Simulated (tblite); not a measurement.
# In15P15 ((InP)15 cage of four- and six-membered rings): the cost of one run

Programs: tblite 0.8.0 and PySCF 2.14.0, with routines of our own; each step states its level. All values are computed. Atoms count from 0.

## Step 1: The starting structure

30 atoms, charge 0, multiplicity 1; geometry from: force field, distance geometry or constructed start.

## Step 2: Optimising the geometry with GFN1-xTB

Job settings and geometry (Å):

```
{"job": {"kind": "relax", "xc": "GFN1-xTB", "basis": "xTB"}, "charge": 0, "multiplicity": 1}
In     0.663900    -1.458200     5.847000
P      1.877100    -2.382500     3.850700
In    -0.216500    -3.638300     3.218800
P     -1.481500    -2.409900     5.008300
In    -2.315100    -0.113400     4.456300
P     -0.309100     0.865500     5.605800
In     1.114100     2.533700     4.344200
P      2.894700     1.665300     2.786100
In     2.843400    -0.771800     2.141900
P      2.561600    -1.374900    -0.304500
In     1.019200    -3.344300    -0.828000
P     -1.023800    -3.344900     0.826600
In    -2.567800    -1.373300     0.311400
P     -2.703000     0.470200     2.018100
In    -2.017100     2.810300     1.321700
P      0.082400     3.751300     2.433900
In     2.238500     3.410000     1.130800
P      2.013800     2.801500    -1.323100
In     2.704600     0.472200    -2.018400
P      2.316900    -0.112300    -4.450200
In     1.478500    -2.411500    -5.012500
P      0.220700    -3.635100    -3.217300
In    -1.876900    -2.381300    -3.850500
P     -2.844900    -0.774400    -2.143700
P     -0.658500    -1.455000    -5.847400
In     0.299700     0.863900    -5.606000
P     -2.237400     3.410200    -1.131300
In    -0.084900     3.750800    -2.427100
P     -1.113300     2.531500    -4.350000
In    -2.890200     1.662400    -2.781500
```

The run is started by

```console
$ OMP_NUM_THREADS=8 python large_run.py task.json out
```

One launch serves the whole session: the jobs run in the order shown.

Q: Estimate the wall time and peak memory of this first job on 8 threads of Arm Neoverse V2, shared host.

About 8.8 s, with a peak of 0.16 GiB.
